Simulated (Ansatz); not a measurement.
Runs of Ansatz 0.2.0 on In3As. Symmetry: Pm-3m, No. 221, cubic system. The conventional cell has a = 4.672 Å, b = 4.672 Å, c = 4.672 Å, α = 90.00°, β = 90.00°, γ = 90.00°. In (site symmetry 4/mmm) has 8 In at 3.30 Å and 4 As at 3.30 Å as nearest neighbours. As (site symmetry m-3m) has 12 In at 3.30 Å as nearest neighbours. The cell comes from a database or a generator and needn't be the stable form of this composition.

```tsv
level	gap on the mesh (eV)	pressure (GPa)	relaxed volume (Å³/atom)
PBEsol+D3(BJ)-ATM	none	0.0	(a)
PBEsol+D4	none	0.0	23.43
PBEsol+D3(BJ)	none	0.0	22.93
PBEsol	none	0.0	24.15
```

Alike in all rows: task relaxation of cell and atoms; potentials or basis Ansatz PAW; no spin polarisation; cell relaxed; k mesh 6 × 6 × 6; cutoff (eV) 420; smearing fermi-dirac 0.05 eV.

Q: Fill in the values left out.

A: (a) 23.06.

Caveats: the plane-wave basis is chosen anew once the cell has moved, so the energies of steps on either side of that aren't comparable; the PAW data sets come from PBE, with cores solved anew for the run's functional, which leaves a small shift of forces and pressure; pairwise dispersion overbinds metals, which lowers pressure and volume (some runs).

A k mesh can miss the band edges, and the runs leave out spin-orbit coupling on As, In.

A gap of «none» marks a metal or a gap under the smearing width.
